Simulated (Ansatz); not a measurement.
**CH7BSeSi: one species, many methods**

The task here is to estimate one member of a computed series from the others.

Method: functionals in def2-TZVPP, the program's frozen cores in correlated methods; program: Ansatz 0.2.0, Gaussian basis.

Plan: PBE-D4, r2SCAN-D4, PBE0-D4, B3LYP-D4, ωB97X-V, ωB97M-V, B2PLYP; CCSD(T)/def2-TZVPP; MP2/def2-QZVPP; extrapolation to the limit.

### The relaxed structure

The geometry comes from an earlier relaxation with PBE0-D4 in a triple-zeta def2 set; it is a stationary point, not always the lowest conformer.

SMILES `B[Se][SiH2]C`, 11 atoms, charge 0, spin multiplicity 1.

Atoms are counted from 1 here; the program's logs count them from 0.

Bond lengths: B1–Se2 1.907 Å, B1–H5 1.194 Å, B1–H6 1.192 Å, Se2–Si3 2.302 Å, Si3–C4 1.863 Å, Si3–H7 1.486 Å, Si3–H8 1.485 Å, C4–H9 1.092 Å, C4–H10 1.092 Å, C4–H11 1.093 Å. Angles: Se2–B1–H5 121.0°, Se2–B1–H6 117.0°, H5–B1–H6 122.0°, B1–Se2–Si3 97.4°, Se2–Si3–C4 110.9°, Se2–Si3–H7 105.8°, Se2–Si3–H8 108.2°, C4–Si3–H7 111.2°, C4–Si3–H8 111.3°, H7–Si3–H8 109.2°, Si3–C4–H9 110.5°, Si3–C4–H10 110.7°, Si3–C4–H11 110.3°, H9–C4–H10 108.4°, H9–C4–H11 108.4°, H10–C4–H11 108.5°.

Set-up of the first run:

File in.yaml:

```yaml
crystal:
  periodic: [false, false, false]
  atoms:
    - {symbol: B, position_ang: [-0.967071, 1.983417, 0.667708]}
    - {symbol: Se, position_ang: [0.888800, 1.586842, 0.852679]}
    - {symbol: Si, position_ang: [0.733291, -0.692497, 0.573611]}
    - {symbol: C, position_ang: [0.235571, -1.117110, -1.170994]}
    - {symbol: H, position_ang: [-1.766264, 1.115662, 0.486672]}
    - {symbol: H, position_ang: [-1.285178, 3.129152, 0.743748]}
    - {symbol: H, position_ang: [2.080098, -1.231749, 0.895797]}
    - {symbol: H, position_ang: [-0.249838, -1.213711, 1.556517]}
    - {symbol: H, position_ang: [-0.739292, -0.684808, -1.405704]}
    - {symbol: H, position_ang: [0.964875, -0.730464, -1.885561]}
    - {symbol: H, position_ang: [0.170407, -2.201634, -1.293772]}
basis:
  gaussian: {orbitals: def2-TZVPP}
hamiltonian: {xc: pbe, dispersion: d4}
output: {forces: true, orbitals: {seedname: orbitals}}
```

The run is started by

```
$ ansatz run in.yaml --threads 4 --pin off --events-out ev --progress --plain --max-ram 10444MiB
```

Among the steps run: PBE-D4 (GGA); r2SCAN-D4 (meta-GGA); PBE0-D4 (hybrid); B3LYP-D4 (hybrid); ωB97X-V (range-separated); ωB97M-V (range-separated); B2PLYP (double hybrid); CCSD(T) in def2-TZVPP; MP2 in def2-QZVPP.

One of the session's tables, all rows but one given; the rest of the session is left out.

It belongs to the step «Atomisation energies». 

| method | atomisation energy (eV) |
| --- | --- |
| PBE-D4 | 38.615 |
| r2SCAN-D4 | 38.608 |
| PBE0-D4 | 38.384 |
| B3LYP-D4 | 38.438 |
| ωB97X-V | 38.554 |
| ωB97M-V | 38.426 |
| B2PLYP | 37.974 |
| HF/def2-TZVPP | 29.438 |
| MP2/def2-TZVPP | 37.715 |
| CCSD/def2-TZVPP | 37.098 |
| CCSD(T)/def2-TZVPP | 37.535 |
| MP2/CBS | 38.621 |
| CCSD(T)/CBS | ? |

**Question.** Estimate the row for CCSD(T)/CBS.

As computed: atomisation energy (eV): 38.441. In the column «atomisation energy (eV)» it lies between B3LYP-D4 (38.438) and ωB97X-V (38.554).
